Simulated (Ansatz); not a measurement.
Here is an Ansatz 0.2.0 calculation.

Contents of input.yaml:

```yaml
crystal:
  lattice:
    - [4.278466, 0.0, 0.0]
    - [0.0, 4.278466, 0.0]
    - [0.0, 0.0, 4.278466]
  atoms:
    - { symbol: Ge, position: [0.5, 0.5, 0.0] }
    - { symbol: Ge, position: [0.5, 0.0, 0.5] }
    - { symbol: Ge, position: [0.0, 0.5, 0.5] }
    - { symbol: Ga, position: [0.0, 0.0, 0.0] }
hamiltonian:
  xc: pbesol
  pseudopotentials: { kind: paw }
kpoints:
  mp_grid: { grid: [6, 6, 6] }
scf:
  occupations: { method: fermi_dirac, width: 0.05 }
output:
  forces: true
  stress: true
  eigenvalues: true
  write_density: true
  write_potential: true
  elf: true
  volumetric_format: npy
relax:
  f_tol: 0.01
  max_steps: 40
  cell: { stress_tol: 0.05, p_target: 20.0 }
```

Potentials or basis: Ansatz PAW.

The run is started by

```console
$ ansatz run input.yaml --threads 2 --pin off --max-ram 5632MiB --backend cpu --events-out ev --progress --plain --runs-dir out
```

Problem. Estimate the relaxed volume.

Solution. 15.23 Å³/atom.

Problem. Estimate the space group after relaxing (to 0.05 Å).

Solution. Pm-3m (No. 221).

Problem. What does it give for the band gap on the k mesh?

Solution. None (metal or under the smearing width).

Final structure:
```
Ge Ga
1.0
     3.93471    0.00000    0.00000
     0.00000    3.93471    0.00000
     0.00000    0.00000    3.93471
Ge Ga
3 1
Direct
  0.50000 0.50000 0.00000
  0.50000 0.00000 0.50000
  0.00000 0.50000 0.50000
  0.00000 0.00000 0.00000
```

Caveat: the volume moved by over 15 % at a fixed basis, so the end points are rough; the PAW data sets come from PBE, with cores solved anew for the run's functional, which leaves a small shift of forces and pressure.
